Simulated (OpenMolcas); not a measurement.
**SiSe (SMILES [Si][Se]): SVWN5/pcseg-2**

Wanted: a geometry optimisation of SiSe. 

The results are computed with OpenMolcas 26.06.

1 further run of the same task is left out (set aside as unsound or not needed).

## (1) The system as given

SiSe has 2 atoms, charge 0, and is taken as a singlet. As SMILES, `[Si][Se]`. The coordinates come from a PBE0-D4/def2-TZVP relaxation. The run starts from this shape.

Bond lengths: Si1–Se2 2.062 Å.

## (2) A structure relaxation at SVWN5/pcseg-2

File struct.xyz:

```xyz
2

Si     0.000000     0.000000     0.031440
Se     0.000000     0.000000     2.093090
```

File job.inp:

```
&gateway
  baslib = $CurrDir
  coord = struct.xyz
  basis = pcseg-2
  group = NoSym
>>> EXPORT MOLCAS_MAXITER=40
>>> Do While

&seward

&scf
  ksdft = SVWN5
  prorbitals = 0

&slapaf
>>> EndDo
```

The basis set pcseg-2 is read from a file made from the Basis Set Exchange's data (not shown).

Command:

```
$ export MOLCAS_MEM=1860
$ pymolcas job.inp > job.log
```

Output:

```text
--- Start Module: gateway ---
[...]
--- Stop Module: gateway /rc=_RC_ALL_IS_WELL_ ---
[...]
      Basis functions           77
[...]
       Convergence after  12 Iterations
[...]
::    Total KS-DFT energy                           -2686.5806661896
[...]
 *              Molecular gradients               *
 **************************************************
  Irreducible representation: a
 ------------------------------------------------------------------------------------------
                              X                       Y                       Z
 ------------------------------------------------------------------------------------------
  SI1               1.14973443832375E-15    1.02215730809309E-15    2.23179104971649E-03
  SE2              -1.15710701309665E-15   -1.01649251056053E-15   -2.23179104971649E-03
 ------------------------------------------------------------------------------------------
[...]
--- Start Module: slapaf ---
[...]
 Geometry is converged in   3 iterations to a Minimum Structure
*****************************************************************************************************************
*****************************************************************************************************************
++ Geometry section
********************************************************************************
  Geometrical information of the final structure
********************************************************************************
  NOTE: on convergence the final predicted structure will be printed here.
  This is not identical to the structure printed in the head of the output.
 *********************************************************
[...]
--- Stop Module: slapaf /rc=_RC_INVOKED_OTHER_MODULE_ ---
--- Start Module: last_energy ---
[...]
       Convergence after   2 Iterations
[...]
::    Total KS-DFT energy                           -2686.5806756953
[...]
      Total spin, S                                     0.0000000000
[...]
      Total electronic charge=   48.000000
      Total            charge=   -0.000000
[...]
      Dipole Moment (debye):
      Origin of the operator (angstrom)=    0.0000    0.0000    1.5596
                   X=  2.4227E-15               Y= -5.3077E-15               Z= -1.3396E+00           Total=  1.3396E+00
      Quadrupole Moment (debye*angstrom):
[...]
--- Stop Module: last_energy /rc=_RC_ALL_IS_WELL_ ---
[...]
```

Wall time 18 s (1 thread of Intel Xeon 6975P-C (Granite Rapids), shared host); peak memory 0.44 GiB.

Steps, from the record of the run:

```
step  energy from the first frame kept (eV)  largest force (eV/Å)
   0                                 0.0000                0.1148
   1                                -0.0001                0.0823
   2                                -0.0003                0.0008
```

After the run. Bond lengths: Si1–Se2 2.066 Å.

## (3) Outcome

Level: SVWN5/pcseg-2.

| quantity | value |
| --- | --- |
| total energy at the end | -2686.58068 Eh |
| dipole moment | 1.34 D |
| HOMO energy | -6.83 eV |
| LUMO energy | -3.35 eV |
| HOMO–LUMO gap | 3.48 eV |
| bond length | 2.066 Å |

What this shows: At the final geometry: Bond lengths: Si1–Se2 2.066 Å. The optimisation took 2 steps and changed the energy by -0.000 eV.
